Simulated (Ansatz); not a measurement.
# ScZn: energy and stress against strain

This session takes ScZn and sets out to see how energy and stress answer to the strain pattern (0, 0, 0, 0, 0, 1).

Method: DFT r2SCAN, scalar-relativistic, plane waves, PAW, in Ansatz 0.2.0.

### 1 The structure to begin with

It takes space group Pm-3m (No. 221, cubic). The conventional cell has a = 3.350 Å, b = 3.350 Å, c = 3.350 Å, α = 90.00°, β = 90.00°, γ = 90.00°. Sc (site symmetry m-3m) has 8 Zn at 2.90 Å in its first shell of neighbours. Zn (site symmetry m-3m) has 8 Sc at 2.90 Å in its first shell of neighbours.

Coordinates:

```
Sc Zn
1.0
     3.35000    0.00000    0.00000
     0.00000    3.35000    0.00000
     0.00000    0.00000    3.35000
Sc Zn
1 1
Cartesian
  0.0000 0.0000 0.0000
  1.6750 1.6750 1.6750
```

The cell is taken as given, not relaxed at this level.

### 2 The reference cell

Reference values: F = -5467.1012 eV; pressure -1.38 GPa; largest force 0.000 eV/Å; gap on the mesh none (metal). It was computed beforehand with the settings of the runs below.

### 3 The scan: energy and stress against strain

The cell is strained by ε times the Voigt pattern (0, 0, 0, 0, 0, 1) (xx, yy, zz, yz, xz, xy; engineering shear), with fractional coordinates fixed (clamped ions). The stress on the pattern is the sum of the stress components weighted by it, tension positive.

### 4 Point ε = -0.0600

input.yaml

```yaml
crystal:
  lattice:
    - [3.35, -0.1005, 0.0]
    - [-0.1005, 3.35, 0.0]
    - [0.0, 0.0, 3.35]
  atoms:
    - { symbol: Sc, position: [0.0, 0.0, 0.0] }
    - { symbol: Zn, position: [0.5, 0.5, 0.5] }
basis:
  ecutwfc: 500
kpoints:
  mp_grid: { grid: [14, 14, 14] }
hamiltonian:
  xc: r2scan
scf:
  occupations: { method: gaussian, width: 0.15 }
output:
  forces: true
  stress: true
  eigenvalues: true
```

Run with:

```
> ansatz run input.yaml --threads 1 --pin off --max-ram 2560MiB --backend cpu --events-out ev --progress --plain --runs-dir out
```

### 5 At ε = 0.0450

input.yaml: that of step 4 with these lines changed.

```diff
@@ -2,4 +2,4 @@
   lattice:
-    - [3.35, -0.1005, 0.0]
-    - [-0.1005, 3.35, 0.0]
+    - [3.35, 0.075375, 0.0]
+    - [0.075375, 3.35, 0.0]
     - [0.0, 0.0, 3.35]
```

### 6 ε = -0.0300

input.yaml: that of step 5 with these lines changed.

```diff
@@ -2,4 +2,4 @@
   lattice:
-    - [3.35, 0.075375, 0.0]
-    - [0.075375, 3.35, 0.0]
+    - [3.35, -0.05025, 0.0]
+    - [-0.05025, 3.35, 0.0]
     - [0.0, 0.0, 3.35]
```

### 7 At ε = 0.0150

input.yaml: that of step 6 with these lines changed.

```diff
@@ -2,4 +2,4 @@
   lattice:
-    - [3.35, -0.05025, 0.0]
-    - [-0.05025, 3.35, 0.0]
+    - [3.35, 0.025125, 0.0]
+    - [0.025125, 3.35, 0.0]
     - [0.0, 0.0, 3.35]
```

### 8 At ε = 0.0525

input.yaml: that of step 7 with these lines changed.

```diff
@@ -2,4 +2,4 @@
   lattice:
-    - [3.35, 0.025125, 0.0]
-    - [0.025125, 3.35, 0.0]
+    - [3.35, 0.0879375, 0.0]
+    - [0.0879375, 3.35, 0.0]
     - [0.0, 0.0, 3.35]
@@ -20 +20,5 @@
   eigenvalues: true
+  write_density: true
+  write_potential: true
+  elf: true
+  volumetric_format: npy
```

### 9 Point ε = 0.0375

input.yaml: that of step 8 with these lines changed.

```diff
@@ -2,4 +2,4 @@
   lattice:
-    - [3.35, 0.0879375, 0.0]
-    - [0.0879375, 3.35, 0.0]
+    - [3.35, 0.0628125, 0.0]
+    - [0.0628125, 3.35, 0.0]
     - [0.0, 0.0, 3.35]
@@ -20,5 +20 @@
   eigenvalues: true
-  write_density: true
-  write_potential: true
-  elf: true
-  volumetric_format: npy
```

### 10 ε = 0.0225

input.yaml: that of step 9 with these lines changed.

```diff
@@ -2,4 +2,4 @@
   lattice:
-    - [3.35, 0.0628125, 0.0]
-    - [0.0628125, 3.35, 0.0]
+    - [3.35, 0.0376875, 0.0]
+    - [0.0376875, 3.35, 0.0]
     - [0.0, 0.0, 3.35]
@@ -20 +20,5 @@
   eigenvalues: true
+  write_density: true
+  write_potential: true
+  elf: true
+  volumetric_format: npy
```

### 11 ε = 0.0075

input.yaml: that of step 10 with these lines changed.

```diff
@@ -2,4 +2,4 @@
   lattice:
-    - [3.35, 0.0376875, 0.0]
-    - [0.0376875, 3.35, 0.0]
+    - [3.35, 0.0125625, 0.0]
+    - [0.0125625, 3.35, 0.0]
     - [0.0, 0.0, 3.35]
```

(Steps that only read results are left out.)

**Question.** What will these runs give? Wanted: slope of the stress at ε = 0, from the points at -0.0300, 0 and 0.0075.

The runs gave:

| quantity | value |
| --- | --- |
| slope of the stress at ε = 0, from the points at -0.0300, 0 and 0.0075 | 72 GPa |

In words: The slope of the stress at zero strain, 72 GPa, estimates C66 with clamped ions in this Cartesian frame; letting the atoms relax could not make it stiffer. The step is wide, so higher orders mix in. The reference stands under -1.4 GPa, so this is no zero-stress constant. The undisturbed cell stays the lowest of the sampled points.
